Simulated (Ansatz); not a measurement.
# Ga2Ge: one candidate of a structure search, part 1 of 2

Aim: relax a trial structure of Ga2Ge and see where it ends.

Computed with Ansatz 0.2.0 (DFT PBE, scalar-relativistic, plane waves, PAW, unless a step's input says otherwise).

## 1. The starting structure

The structure is cubic, space group Fd-3m (No. 227). Conventional cell: a = 8.403 Å, b = 8.403 Å, c = 8.403 Å, α = 90.00°, β = 90.00°, γ = 90.00°. Ga (site symmetry -3m) is surrounded by 6 Ga at 2.97 Å. Ge (site symmetry -43m) is surrounded by 12 Ga at 3.48 Å and 4 Ge at 3.64 Å.

As a file:

```cif
data_structure
_symmetry_space_group_name_H-M 'P 1'
_symmetry_Int_Tables_number 1
_cell_length_a 5.9420
_cell_length_b 5.9420
_cell_length_c 5.9420
_cell_angle_alpha 60.000
_cell_angle_beta 60.000
_cell_angle_gamma 60.000
_cell_volume 148.35
loop_
_atom_site_label
_atom_site_type_symbol
_atom_site_fract_x
_atom_site_fract_y
_atom_site_fract_z
_atom_site_occupancy
Ga1 Ga 0.12500 0.12500 0.12500 1
Ga2 Ga 0.62500 0.12500 0.12500 1
Ga3 Ga 0.12500 0.12500 0.62500 1
Ga4 Ga 0.12500 0.62500 0.12500 1
Ge1 Ge 0.75000 0.75000 0.75000 1
Ge2 Ge 0.50000 0.50000 0.50000 1
```

The cell is invented: species swapped into a database cell of LaMg2 (Fd-3m, No. 227), with Ge on the La sites and Ga on the Mg sites. The dimensions are guesses.

## 2. Probe: one point on a coarse mesh

input.yaml reads:

```yaml
crystal:
  lattice:
    - [0.0, 4.20160101, 4.20160101]
    - [4.20160101, 0.0, 4.20160101]
    - [4.20160101, 4.20160101, 0.0]
  atoms:
    - { symbol: Ga, position: [0.125, 0.125, 0.125] }
    - { symbol: Ga, position: [0.625, 0.125, 0.125] }
    - { symbol: Ga, position: [0.125, 0.125, 0.625] }
    - { symbol: Ga, position: [0.125, 0.625, 0.125] }
    - { symbol: Ge, position: [0.75, 0.75, 0.75] }
    - { symbol: Ge, position: [0.5, 0.5, 0.5] }
basis:
  ecutwfc: 420
kpoints:
  mp_grid: { grid: [4, 4, 4] }
hamiltonian:
  xc: pbe
scf:
  occupations: { method: gaussian, width: 0.1 }
  lower_state_search: "off"
output:
  forces: true
  stress: true
  eigenvalues: true
```

Started as:

```console
$ ansatz run input.yaml --threads 1 --pin off --max-ram 2048MiB --backend cpu --events-out ev --progress --plain --runs-dir out
```

Standard output (excerpt; [...] marks lines left out):

```text
Warning: RAYON_NUM_THREADS=1 ignored (pool sized by the plan → 1); use --threads N
[...]
Pseudopotentials: kind: paw
Pseudopotential: Ga, paw, valence charge 13, recommended cutoff 420 eV (normal), Ga.paw.azcp
Pseudopotential: Ge, paw, valence charge 14, recommended cutoff 420 eV (normal), Ge.paw.azcp
Functional definition: PBE
[...]
Crystal: 6 atoms, lattice volume = 148.346 Å³
Basis set: ecut = 420 eV, 2891 PW (Γ), exchange–correlation on 80×80×80 points (8 copies of the dense FFT grid, shifted against one another)
Bands: 48, of which v1, the nominal top of the filled ones, is band 40 counted from 1 (39 counted from 0)
Symmetry: 48 space group operations
Space group: Fd-3m (ITA 227), of the structure as read, at distance tolerance 5.3e-5 Å
k-points: 8 of 64
[...]
SCF iter   1: F=—  HF=-23719.843131 eV  |F-HF|=—  |Δ(HF+E_count)|=         —  Δρ=1.17e-3  dr2=3.67e-3  ethr=1.77e-3  ⟨swp⟩=6.0  Hψ=1310  notcnv=0
[...]
SCF iter   6: F=-23719.840398 eV  HF=-23719.840398 eV  |F-HF|=1.26e-9  |Δ(HF+E_count)|=   2.59e-7  Δρ=2.49e-6  dr2=7.42e-9  ethr=1.25e-10  ⟨swp⟩=6.9  Hψ=1484  notcnv=0
[...]
SCF converged after 6 iterations
Free energy (F): -23719.840398 eV
[...]
E sigma→0 (E₀):  -23719.829980 eV
Entropy (-TS):   -0.020838 eV (-3.473 meV/atom)
Fermi energy:    6.942709 eV
[...]
--- Forces (eV/Å), atoms counted from 1 ---
  atom   1  Ga     0.00000000     0.00000000    -0.00000000
  atom   2  Ga     0.00000000    -0.00000000    -0.00000000
  atom   3  Ga     0.00000000    -0.00000000     0.00000000
  atom   4  Ga     0.00000000    -0.00000000     0.00000000
  atom   5  Ge    -0.00000000     0.00000000    -0.00000000
  atom   6  Ge    -0.00000000    -0.00000000    -0.00000000
[...]
--- Stress (GPa, compression-positive) ---
       -6.652492       0.000000      -0.000000
        0.000000      -6.652492       0.000000
        0.000000      -0.000000      -6.652492
  P = ⅓ Tr σ = -6.6525 GPa (-66.525 kbar)
--- Band table (eV; the first three rows and the last of 8) ---
[...]
```

It took 5.4 s on 1 thread of Arm Neoverse N1, shared host; peak memory 0.39 GiB.

Read-out: pressure -6.7 GPa, largest force 0.00 eV/Å, gap on this mesh none (metal). A guess like this is first relaxed loosely on the coarse mesh.

## 3. Rough relaxation on the coarse mesh

Changes to input.yaml since step 2:

```diff
@@ -25 +25,6 @@
   eigenvalues: true
+relax:
+  adjacent_minimum: "off"
+  f_tol: 0.04
+  max_steps: 70
+  cell: { stress_tol: 0.4 }
```

Started as:

```console
$ ansatz run input.yaml --threads 1 --pin off --max-ram 2048MiB --backend cpu --events-out ev --progress --plain --runs-dir out
```

Standard output:

```text
Warning: RAYON_NUM_THREADS=1 ignored (pool sized by the plan → 1); use --threads N
Engine: ansatz 0.2.0, aarch64-unknown-linux-gnu
[... 4 set-up lines as earlier in the session ...]
  parameter kappa = 0.804
  parameter beta = 0.06672455060314922
  exchange = pbe_x(kappa = kappa, mu = beta*pi^2/3)
  correlation = pbe_c(beta = beta)
Crystal: 6 atoms, lattice volume = 148.346 Å³
Basis set: ecut = 420 eV, 2891 PW (Γ), exchange–correlation on 80×80×80 points (8 copies of the dense FFT grid, shifted against one another)
Bands: 48, of which v1, the nominal top of the filled ones, is band 40 counted from 1 (39 counted from 0)
[... 2 set-up lines as earlier in the session ...]
k-points: 8 of 64
Non-local potential: Ga, projectors of the file, l = 0: 2, l = 1: 2, l = 2: 3, l = 3: 1
Non-local potential: Ge, projectors of the file, l = 0: 2, l = 1: 2, l = 2: 3, l = 3: 1
PAW form: soft (Blöchl's): semilocal exchange-correlation on the pseudo side does not see the compensation charge
PAW one-centre angular grid: Ga, 590 points (default); XC on 64 Gauss nodes
PAW one-centre angular grid: Ge, 590 points (default); XC on 64 Gauss nodes
Initial density: superposition of atomic densities (neutral atoms: chi_scale 0, normalization atom), corrected by the library's trained network
Initial wavefunctions: pseudopotential atomic-orbital guess
Functional: x = pbe(κ = 0.804, μ = 0.2195149727645171), c = pbe(β = 0.06672455060314922)
SCF iter   1: F=—  HF=-23719.843132 eV  |F-HF|=—  |Δ(HF+E_count)|=         —  Δρ=1.17e-3  dr2=3.67e-3  ethr=1.77e-3  ⟨swp⟩=6.0  Hψ=1310  notcnv=0
preconditioner: auto → Resta (q_TF=auto, 2.461 Å⁻¹)  ε∞=3.6  [insulator: Δε(μ)=0.144 eV  Ē_g=16.877 eV  σ=0.100 eV  W_gap=0.58  n_scr=26 (ndim 8)  ℏωp=27.3 eV  f_vac=0.000  D(μ)=4.21/eV (n_scr^D=26)  ε∞_Penn≈3.6]
SCF iter   2: F=—  HF=-23719.840602 eV  |F-HF|=—  |Δ(HF+E_count)|=   2.53e-3  Δρ=8.34e-4  dr2=1.18e-3  ethr=4.59e-6  ⟨swp⟩=2.0  Hψ=636  notcnv=0
SCF iter   3: F=—  HF=-23719.840442 eV  |F-HF|=—  |Δ(HF+E_count)|=   1.60e-4  Δρ=3.95e-4  dr2=3.41e-4  ethr=1.47e-6  ⟨swp⟩=2.0  Hψ=585  notcnv=0
SCF iter   4: F=—  HF=-23719.840406 eV  |F-HF|=—  |Δ(HF+E_count)|=   3.60e-5  Δρ=9.83e-5  dr2=1.19e-5  ethr=4.26e-7  ⟨swp⟩=2.0  Hψ=452  notcnv=0
SCF iter   5: F=—  HF=-23719.840398 eV  |F-HF|=—  |Δ(HF+E_count)|=   7.61e-6  Δρ=1.87e-5  dr2=4.73e-7  ethr=1.48e-8  ⟨swp⟩=2.0  Hψ=614  notcnv=0
SCF iter   6: F=-23719.840398 eV  HF=-23719.840398 eV  |F-HF|=1.22e-9  |Δ(HF+E_count)|=   2.59e-7  Δρ=2.49e-6  dr2=7.44e-9  ethr=1.25e-10  ⟨swp⟩=6.9  Hψ=1483  notcnv=0
SCF 1 converged in 6 iterations: F = -23719.840398 eV  dr2 = 7.44e-9
relax step   1: F+E_penalty+E_count = -23719.84039845 eV  Δ(F+E_penalty+E_count) = +0.000e0 eV  max|allowed force component| = 2.853e-17 eV/Å  Δτ_max = 0.0000 Å  P = -6.652 GPa  Ω = 148.346 Å³  (6 SCF iters, dr2 threshold 1.00e-7 eV, accepted)
Crystal: 6 atoms, lattice volume = 127.690 Å³
Basis set: ecut = 420 eV, 2445 PW (Γ), exchange–correlation on 80×80×80 points (8 copies of the dense FFT grid, shifted against one another)
Initial density: handed on by an earlier stage of this run
Initial wavefunctions: those handed on with the density
iter 1 solved again at ethr=6.42e-5 eV; its pass at ethr=3.10e-3 eV (dr2=5.14e-2 eV) is discarded
SCF iter   1: F=—  HF=-23720.537640 eV  |F-HF|=—  |Δ(HF+E_count)|=         —  Δρ=4.05e-3  dr2=5.17e-2  ethr=6.42e-5  ⟨swp⟩=1.5  Hψ=1738  notcnv=0
preconditioner: auto → Kerker (q_TF=auto, 2.524 Å⁻¹)  [metal: Δε(μ)=0.149 eV  Ē_g=17.183 eV  σ=0.100 eV  W_gap=0.49  n_scr=26 (ndim 8)  ℏωp=29.4 eV  f_vac=0.000  D(μ)=4.85/eV (n_scr^D=50)]
SCF iter   2: F=—  HF=-23720.529116 eV  |F-HF|=—  |Δ(HF+E_count)|=   8.52e-3  Δρ=2.70e-3  dr2=2.24e-2  ethr=6.42e-5  ⟨swp⟩=1.0  Hψ=384  notcnv=0
SCF iter   3: F=—  HF=-23720.524175 eV  |F-HF|=—  |Δ(HF+E_count)|=   4.94e-3  Δρ=7.95e-4  dr2=8.09e-4  ethr=2.81e-5  ⟨swp⟩=2.4  Hψ=556  notcnv=0
SCF iter   4: F=—  HF=-23720.523355 eV  |F-HF|=—  |Δ(HF+E_count)|=   8.20e-4  Δρ=2.53e-4  dr2=7.39e-5  ethr=1.01e-6  ⟨swp⟩=2.0  Hψ=707  notcnv=0
SCF iter   5: F=—  HF=-23720.523354 eV  |F-HF|=—  |Δ(HF+E_count)|=   1.38e-6  Δρ=1.12e-4  dr2=1.29e-5  ethr=9.24e-8  ⟨swp⟩=2.0  Hψ=707  notcnv=0
SCF iter   6: F=—  HF=-23720.523342 eV  |F-HF|=—  |Δ(HF+E_count)|=   1.20e-5  Δρ=3.45e-5  dr2=2.27e-6  ethr=1.61e-8  ⟨swp⟩=2.0  Hψ=703  notcnv=0
SCF iter   7: F=-23720.523341 eV  HF=-23720.523341 eV  |F-HF|=6.83e-8  |Δ(HF+E_count)|=   5.46e-7  Δρ=1.45e-5  dr2=3.00e-7  ethr=7.50e-10  ⟨swp⟩=5.4  Hψ=1395  notcnv=0
SCF 2 converged in 7 iterations: F = -23720.523341 eV  dr2 = 3.00e-7
relax step   2: F+E_penalty+E_count = -23720.52334101 eV  Δ(F+E_penalty+E_count) = -6.829e-1 eV  max|allowed force component| = 2.313e-17 eV/Å  Δτ_max = 0.0000 Å  P = -3.083 GPa  Ω = 127.690 Å³  energy of the carried Pulay correction = +4.351e-3 eV  (7 SCF iters, dr2 threshold 6.00e-7 eV, accepted)
Crystal: 6 atoms, lattice volume = 114.033 Å³
Basis set: ecut = 420 eV, 2229 PW (Γ), exchange–correlation on 80×80×80 points (8 copies of the dense FFT grid, shifted against one another)
iter 1 solved again at ethr=3.78e-5 eV; its pass at ethr=3.10e-3 eV (dr2=3.02e-2 eV) is discarded
SCF iter   1: F=—  HF=-23720.584129 eV  |F-HF|=—  |Δ(HF+E_count)|=         —  Δρ=3.41e-3  dr2=3.05e-2  ethr=3.78e-5  ⟨swp⟩=1.6  Hψ=1740  notcnv=0
preconditioner: auto → Resta (q_TF=auto, 2.572 Å⁻¹)  ε∞=4.1  [insulator: Δε(μ)=0.223 eV  Ē_g=17.533 eV  σ=0.100 eV  W_gap=0.71  n_scr=26 (ndim 8)  ℏωp=31.1 eV  f_vac=0.000  D(μ)=5.70/eV (n_scr^D=58)  ε∞_Penn≈4.1]
SCF iter   2: F=—  HF=-23720.577002 eV  |F-HF|=—  |Δ(HF+E_count)|=   7.13e-3  Δρ=1.78e-3  dr2=5.60e-3  ethr=3.78e-5  ⟨swp⟩=1.6  Hψ=401  notcnv=0
SCF iter   3: F=—  HF=-23720.575716 eV  |F-HF|=—  |Δ(HF+E_count)|=   1.29e-3  Δρ=4.94e-4  dr2=2.33e-4  ethr=7.00e-6  ⟨swp⟩=2.4  Hψ=556  notcnv=0
SCF iter   4: F=—  HF=-23720.575625 eV  |F-HF|=—  |Δ(HF+E_count)|=   9.12e-5  Δρ=2.51e-4  dr2=3.40e-5  ethr=2.92e-7  ⟨swp⟩=2.0  Hψ=698  notcnv=0
SCF iter   5: F=—  HF=-23720.575628 eV  |F-HF|=—  |Δ(HF+E_count)|=   3.61e-6  Δρ=4.81e-5  dr2=2.42e-6  ethr=4.26e-8  ⟨swp⟩=2.0  Hψ=573  notcnv=0
SCF iter   6: F=-23720.575626 eV  HF=-23720.575627 eV  |F-HF|=2.79e-8  |Δ(HF+E_count)|=   1.81e-6  Δρ=2.32e-5  dr2=4.15e-7  ethr=7.50e-10  ⟨swp⟩=6.2  Hψ=1650  notcnv=0
SCF 3 converged in 6 iterations: F = -23720.575626 eV  dr2 = 4.15e-7
relax step   3: F+E_penalty+E_count = -23720.57562648 eV  Δ(F+E_penalty+E_count) = -5.229e-2 eV  max|allowed force component| = 2.197e-17 eV/Å  Δτ_max = 0.0000 Å  P = +2.552 GPa  Ω = 114.033 Å³  energy of the carried Pulay correction = +7.605e-3 eV  (6 SCF iters, dr2 threshold 6.00e-7 eV, accepted)
Crystal: 6 atoms, lattice volume = 119.243 Å³
Basis set: ecut = 420 eV, 2277 PW (Γ), exchange–correlation on 80×80×80 points (8 copies of the dense FFT grid, shifted against one another)
iter 1 solved again at ethr=6.92e-6 eV; its pass at ethr=3.10e-3 eV (dr2=5.53e-3 eV) is discarded
SCF iter   1: F=—  HF=-23720.614812 eV  |F-HF|=—  |Δ(HF+E_count)|=         —  Δρ=1.42e-3  dr2=5.63e-3  ethr=6.92e-6  ⟨swp⟩=1.4  Hψ=1692  notcnv=0
preconditioner: auto → Resta (q_TF=auto, 2.553 Å⁻¹)  ε∞=4.0  [insulator: Δε(μ)=0.170 eV  Ē_g=17.445 eV  σ=0.100 eV  W_gap=0.55  n_scr=26 (ndim 8)  ℏωp=30.4 eV  f_vac=0.000  D(μ)=5.13/eV (n_scr^D=58)  ε∞_Penn≈4.0]
SCF iter   2: F=—  HF=-23720.613504 eV  |F-HF|=—  |Δ(HF+E_count)|=   1.31e-3  Δρ=7.49e-4  dr2=1.06e-3  ethr=6.92e-6  ⟨swp⟩=1.6  Hψ=401  notcnv=0
SCF iter   3: F=—  HF=-23720.613259 eV  |F-HF|=—  |Δ(HF+E_count)|=   2.44e-4  Δρ=2.15e-4  dr2=4.33e-5  ethr=1.32e-6  ⟨swp⟩=2.5  Hψ=588  notcnv=0
SCF iter   4: F=—  HF=-23720.613265 eV  |F-HF|=—  |Δ(HF+E_count)|=   5.86e-6  Δρ=9.88e-5  dr2=6.20e-6  ethr=5.41e-8  ⟨swp⟩=2.0  Hψ=704  notcnv=0
SCF iter   5: F=-23720.613266 eV  HF=-23720.613266 eV  |F-HF|=3.54e-7  |Δ(HF+E_count)|=   5.74e-7  Δρ=1.52e-5  dr2=2.32e-7  ethr=7.50e-10  ⟨swp⟩=3.4  Hψ=1699  notcnv=0
SCF 4 converged in 5 iterations: F = -23720.613266 eV  dr2 = 2.32e-7
relax step   4: F+E_penalty+E_count = -23720.61326556 eV  Δ(F+E_penalty+E_count) = -3.764e-2 eV  max|allowed force component| = 1.407e-17 eV/Å  Δτ_max = 0.0000 Å  P = -0.048 GPa  Ω = 119.243 Å³  energy of the carried Pulay correction = +6.324e-3 eV  (5 SCF iters, dr2 threshold 6.00e-7 eV, accepted)
Initial wavefunctions: pseudopotential atomic-orbital guess (no wavefunctions were taken with the density)
iter 1 solved again at ethr=2.86e-8 eV; its pass at ethr=3.10e-3 eV (dr2=2.29e-5 eV) is discarded
SCF iter   1: F=—  HF=-23720.606821 eV  |F-HF|=—  |Δ(HF+E_count)|=         —  Δρ=2.41e-4  dr2=2.44e-5  ethr=2.86e-8  ⟨swp⟩=2.9  Hψ=2313  notcnv=0
preconditioner: auto → Resta (q_TF=auto, 2.553 Å⁻¹)  ε∞=4.0  [insulator: Δε(μ)=0.175 eV  Ē_g=17.428 eV  σ=0.100 eV  W_gap=0.57  n_scr=26 (ndim 8)  ℏωp=30.4 eV  f_vac=0.000  D(μ)=5.21/eV (n_scr^D=58)  ε∞_Penn≈4.0]
SCF iter   2: F=—  HF=-23720.606822 eV  |F-HF|=—  |Δ(HF+E_count)|=   1.21e-6  Δρ=2.56e-4  dr2=3.52e-5  ethr=2.86e-8  ⟨swp⟩=2.0  Hψ=687  notcnv=0
SCF iter   3: F=—  HF=-23720.606824 eV  |F-HF|=—  |Δ(HF+E_count)|=   1.96e-6  Δρ=5.00e-5  dr2=1.24e-6  ethr=2.86e-8  ⟨swp⟩=2.1  Hψ=627  notcnv=0
SCF iter   4: F=—  HF=-23720.606815 eV  |F-HF|=—  |Δ(HF+E_count)|=   9.66e-6  Δρ=8.39e-6  dr2=5.92e-8  ethr=1.55e-9  ⟨swp⟩=2.0  Hψ=627  notcnv=0
SCF iter   5: F=—  HF=-23720.606815 eV  |F-HF|=—  |Δ(HF+E_count)|=   9.15e-8  Δρ=4.55e-6  dr2=9.91e-9  ethr=7.40e-11  ⟨swp⟩=2.0  Hψ=707  notcnv=0
SCF iter   6: F=-23720.606815 eV  HF=-23720.606815 eV  |F-HF|=2.40e-10  |Δ(HF+E_count)|=   4.19e-8  Δρ=8.60e-7  dr2=2.87e-10  ethr=4.80e-12  ⟨swp⟩=4.2  Hψ=1383  notcnv=0
SCF 5 converged in 6 iterations: F = -23720.606815 eV  dr2 = 2.87e-10
relax step   5: F+E_penalty+E_count = -23720.60681488 eV  Δ(F+E_penalty+E_count) = +6.451e-3 eV  max|allowed force component| = 1.561e-17 eV/Å  Δτ_max = 0.0000 Å  P = -0.057 GPa  Ω = 119.243 Å³  stress off target by 5.71e-2 GPa  SCF on the basis re-selected at this cell (its energy is not comparable with the rows above)  (6 SCF iters)
basis re-selected at this cell: Δ(F+E_penalty+E_count) = +6.451e-3 eV, ΔP = -0.009 GPa vs the last step (what re-selecting the basis moved, of the pressure what is left beyond the Pulay correction that the steps carried, after the strain that the cell walked since its last selection, with what the two solves' SCF thresholds leave and, on support functions, any second-order correction that the steps lacked; it is no measure of the basis error at this ecutwfc). This SCF's stress stands 5.71e-2 GPa from its target on what of the cell is left free (relax.cell.stress_tol is 4.00e-1 GPa) and its largest allowed force component is 1.56e-17 eV/Å (relax.f_tol is 4.00e-2 eV/Å): within both
SCF converged after 6 iterations
Free energy (F): -23720.606815 eV
Harris-Foulkes:  -23720.606815 eV  (|F-HF|=2.40e-10)
Internal energy: -23720.580770 eV  (E = F + TS)
E sigma→0 (E₀):  -23720.593793 eV
Entropy (-TS):   -0.026044 eV (-4.341 meV/atom)
Fermi energy:    9.511235 eV
--- Per-component energies (eV) ---
  E_band       = -424.634139
  E_kinetic    = 676.378590
  E_local      = -11743.837059  (includes V_loc(G=0)·N_el)
  E_nonlocal   = 2516.014948
  E_hartree    = 5358.013633
  E_xc         = -427.616532
  E_vxc        = -359.925975  (∫ρ·V_xc dr)
  E_paw        = -11971.452303  (= ΣΔE_a)
  E_vpaw       = -2229.293102  (= ΣTr[D̂ρ^β])
  E_aug_tail   = 0.000249  (compensation charges beyond the density's cutoff)
  E_ewald      = -8128.082297
  E_smearing   = -0.026044  (= −TS)
  E_closure    = -0.000000  (closes the sum)
  Σ components = -23720.606815   (vs F -23720.606815, Δ=0.00e0)
--- Forces (eV/Å), atoms counted from 1 ---
  atom   1  Ga     0.00000000     0.00000000     0.00000000
  atom   2  Ga     0.00000000     0.00000000    -0.00000000
  atom   3  Ga     0.00000000     0.00000000     0.00000000
  atom   4  Ga    -0.00000000    -0.00000000     0.00000000
  atom   5  Ge     0.00000000     0.00000000    -0.00000000
  atom   6  Ge    -0.00000000    -0.00000000     0.00000000
  max |Σ_I F_I| component: 3.47e-18 eV/Å
--- Stress (GPa, compression-positive) ---
       -0.057095      -0.000000      -0.000000
       -0.000000      -0.057095      -0.000000
       -0.000000       0.000000      -0.057095
  P = ⅓ Tr σ = -0.0571 GPa (-0.571 kbar)
--- Band table (eV; the first three rows and the last of 8) ---
  k-point 0: bands = ["-15.3642", "-15.3642", "-15.3642", "-15.3627", "-15.3627", "-15.3512", "-15.3512", "-15.3491", "-15.3491", "-15.3491", "-5.7058", "-5.5482", "-5.5482", "-5.5482", "-5.5228", "-5.5228", "-5.3957", "-5.3957", "-5.3957", "-5.2478", "-5.2478", "-5.2478", "-5.2297", "-5.2297", "-5.1808", "-5.1808", "-5.1808", "-5.0656", "-5.0656", "-5.0656", "-2.0045", "3.0182", "3.4374", "5.8983", "6.1839", "6.1839", "6.1839", "6.4758", "6.4758", "6.4758", "8.6291", "8.6291", "8.6291", "9.4122", "9.4122", "14.8372", "14.8372", "14.8372"]
  k-point 1: bands = ["-15.3653", "-15.3653", "-15.3635", "-15.3611", "-15.3611", "-15.3527", "-15.3527", "-15.3498", "-15.3479", "-15.3479", "-5.6574", "-5.5318", "-5.5282", "-5.5282", "-5.4772", "-5.4772", "-5.3957", "-5.3752", "-5.3752", "-5.2672", "-5.2672", "-5.2483", "-5.2405", "-5.2373", "-5.2373", "-5.1860", "-5.1860", "-5.1250", "-5.1250", "-5.0656", "-1.5529", "1.9039", "2.9291", "4.3664", "5.5188", "5.5188", "6.5837", "6.8827", "6.8827", "8.1991", "8.1991", "10.0352", "10.3482", "11.8075", "11.8075", "12.3279", "13.7247", "13.7247"]
  k-point 2: bands = ["-15.3657", "-15.3657", "-15.3628", "-15.3604", "-15.3604", "-15.3536", "-15.3536", "-15.3505", "-15.3473", "-15.3473", "-5.6121", "-5.5201", "-5.5201", "-5.4760", "-5.3949", "-5.3695", "-5.3695", "-5.3376", "-5.3369", "-5.3369", "-5.3126", "-5.3126", "-5.2669", "-5.2669", "-5.2488", "-5.2246", "-5.2246", "-5.1707", "-5.1707", "-5.0656", "-0.2911", "-0.1037", "2.8365", "3.7704", "5.4214", "5.4214", "6.1228", "6.1228", "8.1597", "9.7413", "10.3583", "10.3583", "11.0478", "11.0478", "12.7216", "14.2695", "14.4592", "14.4592"]
  k-point 7: bands = ["-15.3671", "-15.3671", "-15.3587", "-15.3587", "-15.3570", "-15.3570", "-15.3548", "-15.3548", "-15.3460", "-15.3460", "-5.4927", "-5.4927", "-5.4859", "-5.4859", "-5.3866", "-5.3866", "-5.3785", "-5.3785", "-5.3292", "-5.3292", "-5.3008", "-5.3008", "-5.2855", "-5.2855", "-5.2485", "-5.2485", "-5.1916", "-5.1916", "-5.1724", "-5.1724", "0.8070", "0.8070", "1.1506", "1.1506", "5.5550", "5.5550", "6.8949", "6.8949", "10.6735", "10.6735", "11.0988", "11.0988", "11.4331", "11.4331", "11.7261", "11.7261", "14.6173", "14.6173"]
--- Relaxed structure (4 steps of the walk, 4 accepted, 1 SCFs on fresh bases) ---
  F+E_penalty+E_count = -23720.60681488 eV   max|allowed force component| = 1.561e-17 eV/Å   (the final SCF, on the basis selected at the relaxed cell)
  cell:  # Å, volume = 119.2431 Å³
    - [-6.369233055491689e-35, 3.9066191810070663, 3.906619181007066]
    - [3.9066191810070663, -1.541349859807194e-33, 3.906619181007066]
    - [3.9066191810070663, 3.9066191810070663, -5.604909236185149e-34]
  atoms:
    - { symbol: Ga, position: [0.12499999999999999, 0.12499999999999999, 0.125] }
    - { symbol: Ga, position: [0.625, 0.12499999999999994, 0.125] }
    - { symbol: Ga, position: [0.12499999999999999, 0.12499999999999999, 0.6250000000000001] }
    - { symbol: Ga, position: [0.12499999999999994, 0.625, 0.125] }
    - { symbol: Ge, position: [0.7499999999999999, 0.7499999999999999, 0.7500000000000001] }
    - { symbol: Ge, position: [0.49999999999999994, 0.49999999999999994, 0.5] }
```

Wall time 31 s (1 thread of Arm Neoverse N1, shared host); peak memory 0.41 GiB.

The steps of the relaxation:

```csv
step,E - E(step 1) (eV/cell),largest force component (eV/Å),pressure (GPa),volume (Å³)
1,0.0000,0.0000,-6.65,148.35
2,-0.6829,0.0000,-3.08,127.69
3,-0.7352,0.0000,2.55,114.03
4,-0.7729,0.0000,-0.05,119.24
5,-0.7664,0.0000,-0.06,119.24
```

Step 1 is the start. Step 5 repeats the geometry before it on a plane-wave basis chosen anew for that cell, so its energy need not be comparable with the rows above.

Lengths and angles in the start's conventional setting:

|  | before | after | change |
| --- | --- | --- | --- |
| a (Å) | 8.403 | 7.813 | -7.0 % |
| b (Å) | 8.403 | 7.813 | -7.0 % |
| c (Å) | 8.403 | 7.813 | -7.0 % |
| volume (Å³/atom) | 24.72 | 19.87 | -19.6 % |
| shortest distance (Å) | 2.971 | 2.762 | -7.0 % |
| space group (0.01 Å) | Fd-3m | Fd-3m | same |

Forces and stress were held to the start's 48 operations: a distortion of lower symmetry was not tested.

(Continued in part 2 of 2.)
